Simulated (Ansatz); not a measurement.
## C, space group Fmmm: a convergence test of the plane-wave cutoff

Run with the Python package of Ansatz (0.2.0).

Script `c_ecut.py`:
```python
'''Convergence of C with the plane-wave cutoff.'''

from dataclasses import dataclass
import warnings

import ansatz as az
import pandas as pd


@dataclass(frozen=True)
class RunConfig:
    filling: str = 'fermi_dirac'
    functional: str = 'r2scan'
    tolerance: float = 1e-05


opts = RunConfig()


def main() -> None:
    warnings.simplefilter('ignore', az.DeckWarning)

    crystal = (
        az.Lattice.of((0.0, 2.127, 3.348), (1.228, 0.0, 3.348), (1.228, 2.127, 0.0))
        .atom('C', (1 / 6, 5 / 6, 1 / 6))
        .atom('C', (5 / 6, 1 / 6, 5 / 6))
    )

    job = crystal.calculation()
    job = job.occupations(opts.filling).kpoints(14)
    job = job.mixing('broyden', preconditioner='local_kerker').functional(opts.functional)
    job = job.scf(tolerance=opts.tolerance).forces()
    job = job.stress()

    rows = []
    for value in [250, 350, 450, 550]:
        rep = job.basis(value).run(threads=1, pin='off').report
        rows.append((value, rep['free_energy_ev'] / len(rep['lattice']['sites']), rep['n_iterations'], sum(rep['stress_gpa'][i][i] for i in range(3)) / 3, max(abs(f) for row in rep['forces_ev_ang'] for f in row), rep['n_pw']))

    table = pd.DataFrame(rows, columns=['cutoff (eV)', 'F/atom (eV)', 'iterations', 'P (GPa)', 'max component (eV/A)', 'plane waves'])
    print(table.round(5).to_string(index=False))

    # differences from the last row
    for row in rows[:-1]:
        shift = 1000 * (row[1] - rows[-1][1])
        print(f'{row[0]}: {shift:+.2f} meV/atom' + ('  (within 1 meV)' if abs(shift) < 1 else ''))


if __name__ == '__main__':
    main()
```

Output of `python c_ecut.py`:
```text
 cutoff (eV)  F/atom (eV)  iterations  P (GPa)  max component (eV/A)  plane waves
         250   -251.18045           5 10.54478               0.02020          155
         350   -251.64066           4  0.65405               0.01922          263
         450   -251.66416           4  0.46970               0.02001          381
         550   -251.66543           4  0.43706               0.01992          517
250: +484.98 meV/atom
350: +24.77 meV/atom
450: +1.27 meV/atom
```

Reading the output:
- The program warned that this SCF threshold is loose for forces or stresses.
- Pressure is positive in compression.
- This isn't the structure that C takes at ambient conditions.
- Shifts are counted from the last row, which is itself no proven limit.
- The script silences the warnings on its input, which a real study should read.
- Run time: 19 s on 1 thread of Intel(R) Xeon(R) Platinum 8488C (Sapphire Rapids), on a shared host, peak memory 0.59 GiB.
